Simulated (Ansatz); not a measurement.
Geometry optimisation, DFT PBE-D3(BJ), scalar-relativistic, plane waves, PAW (Ansatz).

Input file:

```yaml
crystal:
  lattice:
    - [5.451625, 0.0, 0.0]
    - [0.0, 5.451625, 0.0]
    - [0.0, 0.0, 20.540344]
  atoms:
    - { symbol: Ga, position: [0.0, 0.0, 0.0486847] }
    - { symbol: P, position: [0.25, 0.25, 0.2477426] }
    - { symbol: Ga, position: [0.0, 0.5, 0.18139] }
    - { symbol: P, position: [0.25, 0.75, 0.1150373] }
    - { symbol: Ga, position: [0.5, 0.0, 0.18139] }
    - { symbol: P, position: [0.75, 0.25, 0.1150373] }
    - { symbol: Ga, position: [0.5, 0.5, 0.0486847] }
    - { symbol: P, position: [0.75, 0.75, 0.2477426] }
    - { symbol: Ga, position: [0.0, 0.0, 0.3140953] }
    - { symbol: P, position: [0.25, 0.25, 0.5131532] }
    - { symbol: Ga, position: [0.0, 0.5, 0.4468006] }
    - { symbol: P, position: [0.25, 0.75, 0.3804479] }
    - { symbol: Ga, position: [0.5, 0.0, 0.4468006] }
    - { symbol: P, position: [0.75, 0.25, 0.3804479] }
    - { symbol: Ga, position: [0.5, 0.5, 0.3140953] }
    - { symbol: P, position: [0.75, 0.75, 0.5131532] }
    - { symbol: H, position: [0.5612681, 0.2441182, 0.498061] }
basis:
  ecutwfc: 420.0
kpoints:
  mp_grid: { grid: [4, 4, 1] }
hamiltonian:
  xc: pbe
  dispersion: d3bj
  pseudopotentials: { kind: paw, azcp: { folder: soft_1 } }
scf:
  occupations: { method: fermi_dirac, width: 0.1 }
  lower_state_search: "off"
relax:
  f_tol: 0.03
  max_steps: 60
  adjacent_minimum: "off"
  constraints: [{ sites: [0, 3, 5, 6] }]
output:
  write_density: true
  write_potential: true
  elf: true
  volumetric_format: npy
```

Run as:

```bash
$ ansatz run input.yaml --threads 4 --pin off --max-ram 10240MiB --backend cpu --events-out ev --progress --plain --runs-dir out
```

Task: Where does it end, and by what steps?

Result: The forces met the threshold. Limits of this set-up: coarse k mesh, thin slab, slab without dipole correction, odd electron count without spin. After 10 steps the energy has fallen by 1.516 eV; H17 moved furthest, 1.54 Å. Parted: Ga13–H17 (1.73 → 3.16 Å).

```tsv
step	energy less start (eV)	largest force component (eV/Å)	accepted
0	0.0000	1.677	yes
1	-0.5365	1.153	yes
2	-0.8221	0.970	yes
3	-1.0163	0.617	yes
4	-1.1836	0.481	yes
5	-1.3182	0.300	yes
6	-1.4131	0.291	yes
7	-1.4784	0.228	yes
8	-1.5017	0.252	yes
9	-1.5151	0.044	yes
10	-1.5162	0.006	yes
```

```xyz
17
Lattice="5.4516 0.0000 0.0000 0.0000 5.4516 0.0000 0.0000 0.0000 20.5403" Properties=species:S:1:pos:R:3
Ga 0.000 0.000 1.000
P 1.385 1.373 5.105
Ga 0.006 2.720 3.765
P 1.363 4.089 2.363
Ga 2.731 -0.006 3.765
P 4.089 1.363 2.363
Ga 2.726 2.726 1.000
P 4.076 4.064 5.105
Ga 0.006 -0.009 6.440
P 1.572 1.554 10.599
Ga 0.006 2.715 9.240
P 1.332 4.115 7.829
Ga 2.732 -0.012 9.240
P 4.130 1.317 7.829
Ga 2.732 2.717 6.546
P 3.892 3.875 10.599
H 2.732 2.714 10.832
```

Whether the end is a true minimum wasn't checked by a vibrational analysis.

Run time: 2.6 min on 4 threads of Arm Neoverse V1, on a shared host, peak memory 1.7 GiB.
